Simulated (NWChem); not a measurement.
**Si2H5O2 (SMILES O[SiH]O[SiH3]) at 5 levels**

Wanted: a comparison of 5 runs (UHF/STO-3G, UHF/3-21G, UHF/6-31+G*, UB3LYP/6-31G*) of Si2H5O2. 

The calculation is run with NWChem 7.3.0.

## (1) Starting point

Si2H5O2 has 9 atoms, charge 0, and is taken as a doublet. SMILES: `O[SiH]O[SiH3]`. Geometry: relaxed at PBE0-D4/def2-TZVP. This is one conformer, not always the lowest.

Bond lengths: O1–Si2 1.642 Å, Si2–O3 1.636 Å, O3–Si4 1.637 Å, O1–H5 0.959 Å, Si2–H6 1.492 Å, Si4–H7 1.485 Å, Si4–H8 1.486 Å, Si4–H9 1.483 Å. Some angles: O1–Si2–O3 110.4°, Si2–O3–Si4 149.1°, O1–Si2–H6 104.3°, O3–Si2–H6 109.5°, Si2–O1–H5 118.3°, O3–Si4–H7 109.9°, O3–Si4–H8 110.2°, O3–Si4–H9 108.4°, H7–Si4–H8 109.2°, H7–Si4–H9 109.6°.

## (2) Energy and forces at UHF/STO-3G (run 1)

Input file mymol.nw:

```
start mymol
title "H5O2Si2 gradient"
memory total 2200 mb

geometry noautosym nocenter noautoz
   O       -1.761000       0.464300       1.903600
   Si      -0.180800       0.351800       1.472100
   O       -0.044600       0.115000      -0.140500
   Si       0.814200      -0.464100      -1.407900
   H       -2.338000      -0.276900       1.711800
   H        0.394700       1.681200       1.830200
   H        1.762700       0.571300      -1.890200
   H        1.575000      -1.674900      -1.002700
   H       -0.133700      -0.814100      -2.493700
end

basis spherical bse
   O library STO-3G
   Si library STO-3G
   H library STO-3G
end

scf
   doublet
   uhf
   thresh 1e-08
   maxiter 80
   noprint "final vectors analysis"
end

task scf gradient
```

Started as:

```sh
$ nwchem mymol.nw > mymol.out
```

Output:

```text
[...]
  functions       =    33
[...]
  wavefunction    = UHF
[...]
         Total SCF energy =   -721.794253327947
      One electron energy =  -1442.151928697087
      Two electron energy =    501.842931248067
 Nuclear repulsion energy =    218.514744121074
                       Sz =      0.5000
                 Sz(Sz+1) =      0.7500
                      S^2 =      0.7554
[...]
                         UHF ENERGY GRADIENTS
    atom               coordinates                        gradient
                 x          y          z           x          y          z
   1 O      -3.327807   0.877400   3.597282    0.007681  -0.037505  -0.011033
   2 Si     -0.341662   0.664806   2.781866   -0.041290  -0.002856  -0.000042
   3 O      -0.084282   0.217318  -0.265507    0.009859  -0.005024   0.004101
   4 Si      1.538615  -0.877022  -2.660545   -0.010801   0.005789   0.006907
   5 H      -4.418179  -0.523265   3.234833    0.007517   0.026622   0.010556
   6 H       0.745875   3.177007   3.458577    0.014220   0.021659   0.009699
   7 H       3.331020   1.079600  -3.571960    0.018670   0.022636  -0.008826
   8 H       2.976318  -3.165102  -1.894828    0.014743  -0.024662   0.010452
   9 H      -0.252656  -1.538426  -4.712410   -0.020599  -0.006661  -0.021813
[...]
```

It took 4.8 s on 1 thread of Intel Xeon Platinum 8259CL at 2.50GHz (Skylake/Cascade Lake), shared host; peak memory 0.098 GiB.

## (3) Energy and forces at UHF/3-21G (run 2)

Input file run.py:

```python
from ase import Atoms
from ase.calculators.nwchem import NWChem

molecule = Atoms(['O', 'Si', 'O', 'Si', 'H', 'H', 'H', 'H', 'H'], positions=[
    [-1.761000, 0.464300, 1.903600],
    [-0.180800, 0.351800, 1.472100],
    [-0.044600, 0.115000, -0.140500],
    [0.814200, -0.464100, -1.407900],
    [-2.338000, -0.276900, 1.711800],
    [0.394700, 1.681200, 1.830200],
    [1.762700, 0.571300, -1.890200],
    [1.575000, -1.674900, -1.002700],
    [-0.133700, -0.814100, -2.493700],
])

calc = NWChem(
    label='h5o2si2',
    theory='scf',
    memory='2200 mb',
    basis='3-21G',
    basispar='spherical bse',
    scf={'nopen': '1', 'uhf': None, 'thresh': '1e-08', 'maxiter': '80'},
)
molecule.calc = calc

forces = molecule.get_forces()
e = molecule.get_potential_energy()
print(f"E = {e:.6f} eV")
print("forces (eV/A):")
for s, f in zip(molecule.symbols, forces):
    print(f"{s:2s} {f[0]:10.5f} {f[1]:10.5f} {f[2]:10.5f}")
```

Started as:

```sh
$ export ASE_NWCHEM_COMMAND="nwchem PREFIX.nwi > PREFIX.nwo"
$ python run.py
```

Output:

```text
E = -19773.824195 eV
forces (eV/A):
O    -0.94581   -0.33841    0.23680
Si    0.98782    0.95732    0.38207
O     0.18497   -0.22873    0.18846
Si   -0.04505   -0.02710   -0.83571
H    -0.58575    0.01003    0.14563
H     0.11812   -0.19134    0.08017
H     0.07358   -0.09117   -0.06309
H     0.06433   -0.02232   -0.05291
H     0.14779   -0.06824   -0.08140
```

The calculator wrote h5o2si2.nwi:

```
title "h5o2si2"

permanent_dir h5o2si2

scratch_dir h5o2si2

start h5o2si2

geometry units angstrom nocenter noautosym noautoz
  O  -1.7609999999999999e+00 4.6429999999999999e-01 1.9036000000000000e+00
  Si -1.8079999999999999e-01 3.5180000000000000e-01 1.4721000000000000e+00
  O  -4.4600000000000001e-02 1.1500000000000000e-01 -1.4050000000000001e-01
  Si 8.1420000000000003e-01 -4.6410000000000001e-01 -1.4078999999999999e+00
  H  -2.3380000000000001e+00 -2.7689999999999998e-01 1.7118000000000000e+00
  H  3.9470000000000000e-01 1.6812000000000000e+00 1.8302000000000000e+00
  H  1.7626999999999999e+00 5.7130000000000003e-01 -1.8902000000000001e+00
  H  1.5750000000000000e+00 -1.6749000000000001e+00 -1.0026999999999999e+00
  H  -1.3370000000000001e-01 -8.1410000000000005e-01 -2.4937000000000000e+00
end

memory 2200 mb

basis spherical bse noprint
   * library 3-21G
end

scf
  nopen 1
  uhf
  thresh 1e-08
  maxiter 80
end

task scf gradient
```

h5o2si2.nwo:

```text
Northwest Computational Chemistry Package (NWChem) 7.3.0
             --------------------------------------------------------

           Job information
           ---------------

    nwchem branch   = 7.3.0
    use scalapack   = T
    input           = h5o2si2.nwi
    prefix          = h5o2si2.
    data base       = h5o2si2/h5o2si2.db
    status          = startup
    nproc           =        1

           Memory information
           ------------------

[... 5 lines left out ...]
    hardfail = no
[... 124 lines left out ...]
 1-e energy   =   -1440.663253
[... 9 lines left out ...]
 Convergence threshold     :          1.000E-08
[... 17 lines left out ...]
      One electron energy =  -1442.531142172881
[... 9 lines left out ...]
          Final alpha eigenvalues
[... 285 lines left out ...]
                     UHF Final Beta Molecular Orbital Analysis
[... 286 lines left out ...]
                 ----------------------------------------
                 |  Time  |  1-e(secs)   |  2-e(secs)   |
                 ----------------------------------------
                 |  CPU   |       0.00   |       0.50   |
                 ----------------------------------------
                 |  WALL  |       0.00   |       0.50   |
                 ----------------------------------------

 Task  times  cpu:        5.2s     wall:        5.2s
 Total times  cpu:        5.3s     wall:        5.3s
```

Run time: 6.6 s. Hardware: 1 thread of Intel Xeon Platinum 8259CL at 2.50GHz (Skylake/Cascade Lake), shared host; peak memory 0.099 GiB.

Runs 3 to 4 aren't shown in full; the table further down has their settings and results.

## (4) Energy and gradient at UB3LYP/6-31G(d) (Cartesian functions) (run 5)

Input file h5o2si2.xyz:

```xyz
9
H5O2Si2 gradient
O     -1.761000     0.464300     1.903600
Si    -0.180800     0.351800     1.472100
O     -0.044600     0.115000    -0.140500
Si     0.814200    -0.464100    -1.407900
H     -2.338000    -0.276900     1.711800
H      0.394700     1.681200     1.830200
H      1.762700     0.571300    -1.890200
H      1.575000    -1.674900    -1.002700
H     -0.133700    -0.814100    -2.493700
```

Input file h5o2si2.nw:

```
start h5o2si2
title "H5O2Si2 gradient"
memory 2200 mb

geometry units angstrom noautosym nocenter noautoz
   load h5o2si2.xyz
end

basis
   * library 6-31G*
end

dft
   xc b3lyp
   mult 2
   grid xfine
   convergence energy 1e-08
   iterations 100
   mulliken
end

task dft gradient
```

Started as:

```sh
$ nwchem h5o2si2.nw > h5o2si2.out
```

Output:

```text
[...]
          Wavefunction type:  spin polarized.
          No. of atoms     :     9
          No. of electrons :    49
[...]
          Charge           :     0
          Spin multiplicity:     2
[...]
          AO basis - number of functions:    78
[...]
              XC Information
              --------------
                         B3LYP Method XC Potential
                     Hartree-Fock (Exact) Exchange  0.200
                        Slater Exchange Functional  0.800 local
                    Becke 1988 Exchange Functional  0.720 non-local
              Lee-Yang-Parr Correlation Functional  0.810
                  VWN I RPA Correlation Functional  0.190 local
[...]
 d= 0,ls=0.0,diis     1   -732.4021499036 -9.51D+02  1.01D-02  2.36D-01     7.0
[...]
 d= 0,ls=0.0,diis    11   -732.4977635782 -3.49D-09  2.85D-07  3.42D-10    73.3
[...]
         Total DFT energy =     -732.497763578204
      One electron energy =    -1447.748716834801
           Coulomb energy =      557.772684559498
    Exchange-Corr. energy =      -61.036475423975
 Nuclear repulsion energy =      218.514744121074
[...]
      Total Density - Mulliken Population Analysis
     ---------------------------------------------
    Atom       Charge   Shell Charges
 -----------   ------   -------------------------------------------------------
    1 O    8     8.66   1.99  0.91  2.95  0.89  1.88  0.04
    2 Si  14    13.39   2.00  1.99  5.96  1.02  1.53  0.32  0.34  0.22
    3 O    8     8.60   1.99  0.89  2.98  0.85  1.84  0.04
    4 Si  14    13.42   2.00  1.99  5.96  1.01  1.79  0.20  0.26  0.21
    5 H    1     0.58   0.47  0.11
    6 H    1     1.08   0.51  0.58
    7 H    1     1.09   0.52  0.57
    8 H    1     1.09   0.52  0.58
    9 H    1     1.09   0.52  0.57
[...]
      <S2> =      0.7515 (Exact =     0.7500)
[...]
  wavefunction    = open shell
[...]
```

Wall time 86 s (1 thread of Intel Xeon Platinum 8259CL at 2.50GHz (Skylake/Cascade Lake), shared host); peak memory 0.15 GiB.

## (5) The series

```tsv
run	level	iteration cap	module	energy (Eh)	dipole moment (D)	⟨S²⟩	largest force (eV/Å)	wall time
1	UHF/STO-3G	80	scf	-721.794253	2.11	0.755	2.128	4.8 s
2	UHF/3-21G	80	scf	-726.674642	2.50	0.754	1.428	6.6 s
3	UHF/6-31+G* (spherical functions)	80	scf	-730.553729	–	0.753	0.849	47 s
4	UB3LYP/6-31G* (spherical functions)	100	dft	-732.491718	1.54	0.751	0.746	72 s
5	UB3LYP/6-31G* (Cartesian functions)	100	dft	-732.497764	1.54	0.751	0.694	86 s
```

## (6) Summary of results

```
                                 quantity          value
                      run 5: total energy  -732.49776 Eh
                     run 5: dipole moment         1.54 D
run 5: HOMO energy (highest over α and β)       -5.33 eV
 run 5: LUMO energy (lowest over α and β)       -2.22 eV
                              run 5: ⟨S²⟩          0.751
          run 5: largest force on an atom     0.694 eV/Å
```

Over runs 1, 2, 4, 5 the dipole moment (its size) runs from 1.54 D (UB3LYP/6-31G*) to 2.50 D (UHF/3-21G). The two ends differ in method and basis. In run 1 the basis is minimal, so the values are rough. All runs together took 3.6 min, the longest 86 s.
